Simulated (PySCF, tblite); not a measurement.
# C₄H₁₁BGeO₂: geometry, infrared bands and NMR shifts

What infrared bands and NMR shifts should C₄H₁₁BGeO₂ (`C[O+]1[BH2-][GeH2][C@@H](C=O)C1`) show?

Computed with tblite 0.8.0 and PySCF 2.14.0, with density-fitted response routines of our own, on a single molecule in the gas phase. Atoms count from 0, in the outputs and in this text.

### Step 1. Starting geometry

19 atoms, charge 0, multiplicity 1; geometry from: force field or distance geometry start.

Bonds of the start (Å): C0–O1 1.41, O1–B2 1.46, B2–Ge3 2.05, Ge3–C4 1.96, C4–C5 1.48, C5–O6 1.21, C4–C7 1.51, C7–O1 1.40, C0–H8 1.10, C0–H9 1.12, C0–H10 1.11, B2–H11 1.20, B2–H12 1.20, Ge3–H13 1.52, Ge3–H14 1.54, C4–H15 1.08, C5–H16 1.10, C7–H17 1.10, C7–H18 1.11.

### Step 2. Relaxing the molecule with GFN2-xTB

The job: settings as JSON, then the geometry in Å.

```
{"job": {"kind": "relax", "xc": "GFN2-xTB", "basis": "xTB"}, "charge": 0, "multiplicity": 1}
C     -1.866200    -1.119000    -0.801400
O     -0.785500    -0.220500    -0.862300
B     -1.245700     0.985700    -0.186700
Ge     0.577800     1.723900     0.382400
C      1.446300     0.049600    -0.142600
C      2.438400    -0.284900     0.900100
O      2.156900    -1.189900     1.658200
C      0.211400    -0.819800    -0.090700
H     -1.614000    -2.110900    -1.210900
H     -2.123500    -1.263600     0.278200
H     -2.769300    -0.672400    -1.277700
H     -1.747100     1.692300    -1.012700
H     -1.962000     0.775900     0.751300
H      1.017900     2.912900    -0.462600
H      0.643300     1.969400     1.904000
H      1.848500     0.168300    -1.140800
H      3.386400     0.263000     0.991100
H     -0.108200    -1.085500     0.925100
H      0.484900    -1.765100    -0.609600
```

Run with:

```sh
$ OMP_NUM_THREADS=1 python probes_run.py task.json out
```

One launch serves the whole session: the jobs run in the order shown.

Log:

```text
step      E/eV     max force
  0    -691.18593    2.820
  1    -691.55589    1.587
  2    -691.79083    0.902
  3    -691.88969    0.972
  4    -691.97335    0.776
  5    -692.03967    0.634
  6    -692.11625    0.515
  7    -692.16271    0.511
  8    -692.20085    0.419
  9    -692.22568    0.275
 10    -692.24542    0.269
 11    -692.25957    0.294
 12    -692.26804    0.245
 13    -692.27337    0.159
 14    -692.27834    0.185
 15    -692.28404    0.219
 16    -692.29010    0.246
 17    -692.29497    0.162
 18    -692.29822    0.144
 19    -692.30094    0.120
 20    -692.30388    0.156
 21    -692.30674    0.135
 22    -692.30939    0.116
 23    -692.31179    0.118
 24    -692.31389    0.113
 25    -692.31550    0.110
 26    -692.31661    0.072
 27    -692.31746    0.069
 28    -692.31833    0.069
 29    -692.31931    0.089
 30    -692.32040    0.093
 31    -692.32157    0.093
 32    -692.32278    0.097
 33    -692.32395    0.070
 34    -692.32501    0.075
 35    -692.32597    0.079
 36    -692.32690    0.072
 37    -692.32774    0.079
 38    -692.32847    0.087
 39    -692.32912    0.074
 40    -692.32971    0.061
 41    -692.33025    0.058
 42    -692.33075    0.061
 43    -692.33127    0.072
 44    -692.33183    0.066
 45    -692.33241    0.066
 46    -692.33289    0.052
 47    -692.33328    0.055
 48    -692.33368    0.052
 49    -692.33418    0.060
 50    -692.33477    0.070
 51    -692.33536    0.062
 52    -692.33594    0.068
 53    -692.33661    0.064
 54    -692.33750    0.081
 55    -692.33855    0.097
 56    -692.33967    0.074
 57    -692.34065    0.072
 58    -692.34148    0.063
 59    -692.34219    0.079
 60    -692.34284    0.071
 61    -692.34340    0.055
 62    -692.34382    0.043
 63    -692.34413    0.039
 64    -692.34443    0.044
 65    -692.34484    0.071
 66    -692.34541    0.082
 67    -692.34609    0.065
 68    -692.34670    0.057
 69    -692.34712    0.048
 70    -692.34745    0.049
 71    -692.34781    0.046
 72    -692.34824    0.058
 73    -692.34863    0.048
 74    -692.34902    0.050
 75    -692.34933    0.044
 76    -692.34959    0.048
 77    -692.34986    0.048
 78    -692.35016    0.039
 79    -692.35051    0.053
 80    -692.35088    0.046
 81    -692.35120    0.047
 82    -692.35142    0.034
 83    -692.35155    0.023
 84    -692.35163    0.020
 85    -692.35170    0.021
 86    -692.35180    0.026
 87    -692.35195    0.037
 88    -692.35212    0.033
 89    -692.35226    0.037
 90    -692.35237    0.035
 91    -692.35248    0.036
 92    -692.35267    0.036
 93    -692.35292    0.037
 94    -692.35320    0.041
 95    -692.35343    0.029
 96    -692.35361    0.032
 97    -692.35375    0.027
 98    -692.35387    0.028
 99    -692.35399    0.027
100    -692.35411    0.030
101    -692.35425    0.037
102    -692.35442    0.031
103    -692.35457    0.035
104    -692.35468    0.024
105    -692.35476    0.022
106    -692.35483    0.020
107    -692.35491    0.021
108    -692.35499    0.023
109    -692.35506    0.015
110    -692.35511    0.014
111    -692.35514    0.012
112    -692.35516    0.010
```

Run time: 0.87 s. Hardware: 1 thread of Arm Neoverse V1, shared host; peak memory 0.18 GiB.

Step by step: (not every step is listed)

```csv
step,energy from step 0 (eV),largest force (eV/Å)
0,0.0000,2.8197
1,-0.3700,1.5869
2,-0.6049,0.9021
3,-0.7038,0.9718
4,-0.7874,0.7760
5,-0.8537,0.6336
6,-0.9303,0.5152
7,-0.9768,0.5107
8,-1.0149,0.4193
17,-1.1090,0.1623
26,-1.1307,0.0717
35,-1.1400,0.0788
44,-1.1459,0.0658
53,-1.1507,0.0636
62,-1.1579,0.0434
71,-1.1619,0.0463
80,-1.1649,0.0458
89,-1.1663,0.0366
98,-1.1679,0.0280
107,-1.1690,0.0210
108,-1.1691,0.0227
109,-1.1691,0.0152
110,-1.1692,0.0144
111,-1.1692,0.0116
112,-1.1692,0.0099
```

Close pairs (by a distance rule), those that changed most:

```csv
bond,before (Å),after (Å),change (Å)
O1–B2,1.457,1.606,+0.149
Ge3–C4,1.958,2.070,+0.112
O1–C7,1.396,1.440,+0.045
C0–H10,1.114,1.088,-0.026
C0–H9,1.119,1.094,-0.025
Ge3–H14,1.543,1.519,-0.024
C4–C5,1.478,1.459,-0.019
B2–H11,1.197,1.179,-0.018
```

The final coordinates are the input of the step that follows.

### Step 3. Vibrational analysis with GFN2-xTB

The job: settings as JSON, then the geometry in Å.

```
{"job": {"kind": "ir", "xc": "GFN2-xTB", "basis": "xTB"}, "charge": 0, "multiplicity": 1}
C     -1.955700    -1.159736    -0.974724
O     -0.878411    -0.271145    -0.735472
B     -1.324432     1.015221     0.116055
Ge     0.544484     1.854287     0.280006
C      1.425730     0.016364    -0.078891
C      2.279978    -0.201680     1.083539
O      1.967043    -0.811474     2.080455
C      0.255128    -0.934861    -0.144470
H     -1.626972    -1.964261    -1.637071
H     -2.334378    -1.584528    -0.040511
H     -2.748803    -0.591396    -1.456559
H     -2.091460     1.604317    -0.559038
H     -1.752075     0.656831     1.161276
H      1.254623     2.718384    -0.759150
H      1.235910     2.360982     1.533517
H      1.990361     0.067465    -1.006512
H      3.260597     0.308850     1.013995
H      0.012148    -1.258914     0.875208
H      0.476425    -1.815455    -0.759116
```

Log:

```text
mode    cm-1     km/mol
  1      52.6      2.47
  2      99.2      5.77
  3     106.6      3.13
  4     205.3      0.39
  5     228.0      1.31
  6     249.8      7.53
  7     272.8     10.60
  8     319.1     14.28
  9     324.4     10.90
 10     335.5      9.65
 11     441.5     27.73
 12     515.6     25.27
 13     530.3     30.72
 14     575.7      7.28
 15     590.9     24.28
 16     637.7    156.31
 17     690.1      7.11
 18     748.5      9.97
 19     889.8     12.32
 20     896.4    331.97
 21     923.0     94.84
 22     939.2     22.37
 23     966.9     19.71
 24     999.4    152.96
 25    1024.0     38.84
 26    1042.7     12.18
 27    1079.0     78.43
 28    1123.6     31.28
 29    1139.9     57.52
 30    1157.2      2.15
 31    1200.9     39.37
 32    1211.0     47.17
 33    1302.0      8.76
 34    1336.9     24.74
 35    1374.3     19.85
 36    1407.0      4.13
 37    1457.4      7.55
 38    1460.2      9.52
 39    1469.0      8.67
 40    1723.5    436.21
 41    1836.0    531.98
 42    1920.7    632.36
 43    2507.1    124.75
 44    2564.2    136.17
 45    2747.2    141.79
 46    2919.7     21.97
 47    2928.9     34.40
 48    2963.6     16.92
 49    2981.6     24.54
 50    2993.3     34.29
 51    3040.9      4.38
```

It took 0.76 s on 1 thread of Arm Neoverse V1, shared host; peak memory 0.18 GiB.

The strongest bands and the atoms that carry them (share of the mass-weighted mode):

```csv
cm⁻¹,km/mol,atoms
638,156.3,"H13 43 %, H14 40 %"
896,332.0,"H13 35 %, H14 33 %, H11 12 %"
999,153.0,"C4 39 %, C7 15 %, H15 14 %"
1724,436.2,"C5 61 %, O6 37 %"
1836,532.0,"H13 80 %, H14 19 %"
1921,632.4,"H14 80 %, H13 19 %"
2564,136.2,H11 92 %
2747,141.8,H16 94 %
```

### Step 4. Nuclear shieldings: PBE0/pcSseg-1

The job, as its differences from that of step 3:

```diff
@@ -1,2 +1,2 @@
-{"job": {"kind": "ir", "xc": "GFN2-xTB", "basis": "xTB"}, "charge": 0, "multiplicity": 1}
+{"job": {"kind": "nmr", "xc": "PBE0", "basis": "pcSseg-1"}, "charge": 0, "multiplicity": 1}
 C     -1.955700    -1.159736    -0.974724
```

Method: GIAO PBE0/pcSseg-1 NMR shielding, non-relativistic, gas phase.

Log:

```text
coarse grid: 70872 points
cycle   1  E = -2410.2265487188  dE =  4.513e-01  |g| = 1.158e+00  |ddm| = 3.902e+00
cycle   2  E = -2409.7800897633  dE =  4.465e-01  |g| = 1.861e+00  |ddm| = 2.885e+00
cycle   3  E = -2410.3672582618  dE = -5.872e-01  |g| = 4.174e-01  |ddm| = 2.463e+00
cycle   4  E = -2410.3976213448  dE = -3.036e-02  |g| = 9.617e-02  |ddm| = 3.670e-01
cycle   5  E = -2410.3987942627  dE = -1.173e-03  |g| = 2.637e-02  |ddm| = 8.720e-02
cycle   6  E = -2410.3989308068  dE = -1.365e-04  |g| = 1.044e-02  |ddm| = 2.927e-02
cycle   7  E = -2410.3989488194  dE = -1.801e-05  |g| = 2.092e-03  |ddm| = 8.816e-03
cycle   8  E = -2410.3989496710  dE = -8.516e-07  |g| = 8.193e-04  |ddm| = 2.642e-03
final grid: 150592 points
cycle   9  E = -2410.3989768553  dE =  5.319e-08  |g| = 1.287e-03  |ddm| = 3.257e-03
cycle  10  E = -2410.3989762456  dE =  6.096e-07  |g| = 2.246e-03  |ddm| = 2.821e-03
cycle  11  E = -2410.3989771676  dE = -9.219e-07  |g| = 2.465e-04  |ddm| = 1.849e-03
cycle  12  E = -2410.3989771812  dE = -1.360e-08  |g| = 2.817e-05  |ddm| = 2.325e-04
cycle  13  E = -2410.3989771813  dE = -1.346e-10  |g| = 8.794e-06  |ddm| = 2.502e-05
converged SCF energy = -2410.3989771813

GIAO shielding tensors (ppm)
atom      isotropic    diamagn.    paramagn.     s11        s22        s33       span
  0 C      120.129     243.421    -123.292     85.298     89.175    185.915    100.617
  1 O      299.014     400.177    -101.163    218.749    322.603    355.692    136.943
  2 B      107.572     189.506     -81.935     81.133     87.475    154.107     72.975
  3 Ge    1521.972    2758.104   -1236.132   1411.338   1512.687   1641.890    230.552
  4 C      137.360     255.667    -118.307     91.321    145.935    174.825     83.504
  5 C       -9.161     246.318    -255.479   -112.247    -15.526    100.290    212.537
  6 O     -246.910     402.974    -649.884   -763.444   -364.254    386.969   1150.413
  7 C      104.505     249.861    -145.356     55.605     86.851    171.060    115.455
  8 H       28.024      28.267      -0.243     23.687     25.094     35.293     11.606
  9 H       28.135      28.315      -0.180     24.838     25.208     34.360      9.522
 10 H       27.494      27.846      -0.353     23.035     25.113     34.334     11.299
 11 H       28.395      30.701      -2.306     24.312     28.494     32.380      8.068
 12 H       28.659      30.586      -1.926     23.860     29.120     32.998      9.137
 13 H       27.447      30.728      -3.280     20.714     22.413     39.214     18.500
 14 H       27.691      30.216      -2.525     21.068     23.194     38.810     17.741
 15 H       28.528      33.531      -5.003     23.569     27.502     34.515     10.946
 16 H       21.885      27.304      -5.419     19.238     19.767     26.649      7.411
 17 H       26.940      32.048      -5.108     21.676     26.712     32.434     10.758
 18 H       27.803      32.042      -4.239     22.667     28.259     32.484      9.817
```

Run time: 51 s. Hardware: 1 thread of Arm Neoverse V1, shared host; peak memory 0.88 GiB.

Shifts follow as δ = σ(reference) − σ, with reference shieldings (ppm) from runs at the same level and on the same kind of geometry: 1H TMS 31.72, 13C TMS 186.9, 17O H2O 336.1, 11B BF3·OEt2 100.1, 73Ge GeMe4 1331. The references are single molecules in the gas phase, so shifts against H2O, NH3, PH3, H3PO4 or CFCl3 are not on the usual liquid scales and can be off by tens of ppm. Atoms listed in one row are averaged.

```csv
atoms,environment,σ (ppm),δ (ppm)
C5,aldehyde carbonyl carbon,-9.2,196.1
C7,sp3 CH2 bonded to O,104.5,82.4
C0,methyl carbon bonded to O,120.1,66.8
C4,"sp3 CH bonded to Ge, α to a carbonyl",137.4,49.6
H16,hydrogen on an aldehyde carbonyl carbon,21.88,9.83
H17,hydrogen on an sp3 CH2 bonded to O,26.94,4.78
H13,"hydrogen on a germanium bonded to C, B, in a 5-membered ring",27.45,4.27
H14,"hydrogen on a germanium bonded to C, B, in a 5-membered ring",27.69,4.03
H18,hydrogen on an sp3 CH2 bonded to O,27.80,3.91
"H8, H9, H10",hydrogen on a methyl carbon bonded to O,27.88,3.83
H11,"hydrogen on a boron bonded to Ge, O, in a 5-membered ring",28.40,3.32
H15,"hydrogen on an sp3 CH bonded to Ge, α to a carbonyl",28.53,3.19
H12,"hydrogen on a boron bonded to Ge, O, in a 5-membered ring",28.66,3.06
O6,aldehyde oxygen,-246.9,583.0
O1,donor oxygen of a Lewis adduct,299.0,37.1
B2,"boron bonded to Ge, O, 2 H, in a 5-membered ring",107.6,-7.5
Ge3,"germanium bonded to C, B, 2 H, in a 5-membered ring",1522,-191
```

Charges from the same density, by scheme (e):

```csv
atoms,Mulliken,IAO,Hirshfeld,ESP fit
C0,-0.02,-0.21,-0.01,-0.42
O1,-0.53,-0.17,0.02,-0.03
B2,0.02,-0.36,-0.06,-0.10
Ge3,0.13,0.48,0.26,0.33
C4,-0.60,-0.39,-0.12,-0.30
C5,0.32,0.25,0.11,0.39
O6,-0.39,-0.44,-0.25,-0.48
C7,0.15,-0.07,0.02,0.10
```

Mayer bond orders: C0–O1 0.83, O1–B2 0.50, B2–Ge3 0.93, Ge3–C4 0.73, C4–C5 1.01, C5–O6 1.95, C4–C7 0.98, C7–O1 0.77.

Ring of atoms O1, B2, Ge3, C4, C7: NICS(0) -7.1, NICS(1) -3.5, NICS(1)zz -1.2 ppm (means of both faces).

### Step 5. Results

```
                                                              quantity                                                     value
                             strongest single infrared mode (GFN2-xTB)                                     1921 cm⁻¹, 632 km/mol
                                          zero-point energy (GFN2-xTB)                                             89.3 kcal/mol
                                13C shifts against TMS (PBE0/pcSseg-1)                               196.1, 82.4, 66.8, 49.6 ppm
1H shifts against TMS (PBE0/pcSseg-1, means over atoms taken as alike)  9.83, 4.78, 4.27, 4.03, 3.91, 3.83, 3.32, 3.19, 3.06 ppm
                                17O shifts against H2O (PBE0/pcSseg-1)                                           583.0, 37.1 ppm
                           11B shifts against BF3·OEt2 (PBE0/pcSseg-1)                                                  -7.5 ppm
                             73Ge shifts against GeMe4 (PBE0/pcSseg-1)                                                  -191 ppm
```

The optimisation took 112 steps and gained 1.169 eV; among the close pairs (by a distance rule), O1–B2 changed most, from 1.457 to 1.606 Å. No mode is imaginary among the 51: a minimum at this level. The strongest single mode, at 1921 cm⁻¹, moves mainly H14. Unscaled tight-binding wavenumbers are off by several per cent, some by more. Its intensities can rank the bands wrongly. The most deshielded carbon is C5 (aldehyde carbonyl carbon), at 196.1 ppm: the double bond to the heteroatom, with no lone-pair donor beside it, deshields it most. H16 (hydrogen on an aldehyde carbonyl carbon) lies farthest downfield among hydrogen, at 9.83 ppm; the C=O anisotropy and electron withdrawal place aldehyde protons far downfield. At PBE0/pcSseg-1: The widest tensor belongs to O6: span 1150 ppm, with a paramagnetic part of -650 ppm. Spin-orbit coupling is left out, which matters for shieldings and couplings at and beside the heavy atoms.
